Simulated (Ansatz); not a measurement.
Task: a rigid scan of one bond length of CH5Al2N, SMILES [AlH2][CH]1[NH][AlH]1, with the Python package of Ansatz (0.2.0). Give the script and its output. Use (for the species named): r2SCAN, def2-SVP basis, multiplicity 1.

```xyz
9

Al   -0.8807    1.3673    0.1472
C     0.6353    0.1835    0.1169
N     0.6699   -0.5558   -1.1626
Al    0.2901   -1.6481    0.3627
H    -1.8757    1.4893   -1.1638
H    -1.4084    2.0756    1.5126
H     1.6631    0.5475    0.4566
H     1.7386   -0.7779   -1.3597
H    -0.7438   -2.7276    1.0729
```

The script, `ch5al2n_scan.py`:
```python
'''Stretching a bond of CH5Al2N, the rest held rigid.'''

import ansatz as az
import numpy as np


def main() -> None:
    geometry_ang = [
        ('Al', [-0.8807, 1.3673, 0.1472]),
        ('C', [0.6353, 0.1835, 0.1169]),
        ('N', [0.6699, -0.5558, -1.1626]),
        ('Al', [0.2901, -1.6481, 0.3627]),
        ('H', [-1.8757, 1.4893, -1.1638]),
        ('H', [-1.4084, 2.0756, 1.5126]),
        ('H', [1.6631, 0.5475, 0.4566]),
        ('H', [1.7386, -0.7779, -1.3597]),
        ('H', [-0.7438, -2.7276, 1.0729]),
    ]
    molecule = az.Crystal.molecule()
    for symbol, xyz in geometry_ang:
        molecule = molecule.atom(symbol, xyz)

    symbols = [site.symbol for site in molecule.cartesian_sites]
    start = np.array([site.position_ang for site in molecule.cartesian_sites])
    axis = (start[5] - start[0]) / np.linalg.norm(start[5] - start[0])
    moving = [5]
    lengths, energies = [1.431, 1.496, 1.561, 1.626, 1.691, 1.756, 1.821, 1.919], []
    for length in lengths:
        xyz = start.copy()
        xyz[moving] += (length - np.linalg.norm(start[5] - start[0])) * axis
        point = az.Crystal.molecule()
        for symbol, xyz in zip(symbols, xyz):
            point = point.atom(symbol, xyz.tolist())
        calculation = (
            point.calculation()
            .basis(gaussian='def2-SVP')
            .functional('r2scan')
            .accuracy('medium')
        )
        rep = calculation.run().report
        energies.append(rep['free_energy_ev'])
        print(f'r = {length:6.3f} A  E = {energies[-1]:.5f} eV  <S^2> = {abs(rep["mean_field"]["state"]["spin_squared"]):.3f}')

    # quartic fit about the minimum
    fit = np.polynomial.Polynomial.fit(lengths, np.array(energies) - min(energies), 4).convert()
    roots = [r.real for r in fit.deriv().roots() if abs(r.imag) < 1e-9 and fit.deriv(2)(r.real) > 0]
    r_e = min(roots, key=lambda r: abs(r - lengths[int(np.argmin(energies))]))
    print(f'minimum of the fit at {r_e:.4f} A, force constant {fit.deriv(2)(r_e):.2f} eV/A^2')


if __name__ == '__main__':
    main()
```

```console
$ python ch5al2n_scan.py
r =  1.431 A  E = -15789.93350 eV  <S^2> = 0.000
r =  1.496 A  E = -15790.08227 eV  <S^2> = 0.000
r =  1.561 A  E = -15790.14982 eV  <S^2> = 0.000
r =  1.626 A  E = -15790.15427 eV  <S^2> = 0.000
r =  1.691 A  E = -15790.11013 eV  <S^2> = 0.000
r =  1.756 A  E = -15790.02895 eV  <S^2> = 0.000
r =  1.821 A  E = -15789.91989 eV  <S^2> = 0.000
r =  1.919 A  E = -15789.71822 eV  <S^2> = 0.000
minimum of the fit at 1.5980 A, force constant 12.92 eV/A^2
```

Caveats:
- These settings explore the input space; basis and method may be short of convergence.
- The rest of the molecule is held rigid at a force-field or estimated start geometry, and the basis set is modest; single-reference methods fail as a bond breaks.
- The orbitals are restricted, so S² is zero by construction.
- The whole script took 20 s on 1 thread of Intel(R) Xeon(R) 6975P-C (Granite Rapids), with other jobs on the host, peak memory 0.22 GiB.

(Lines on the test bed's own set-up are left out of the output.)
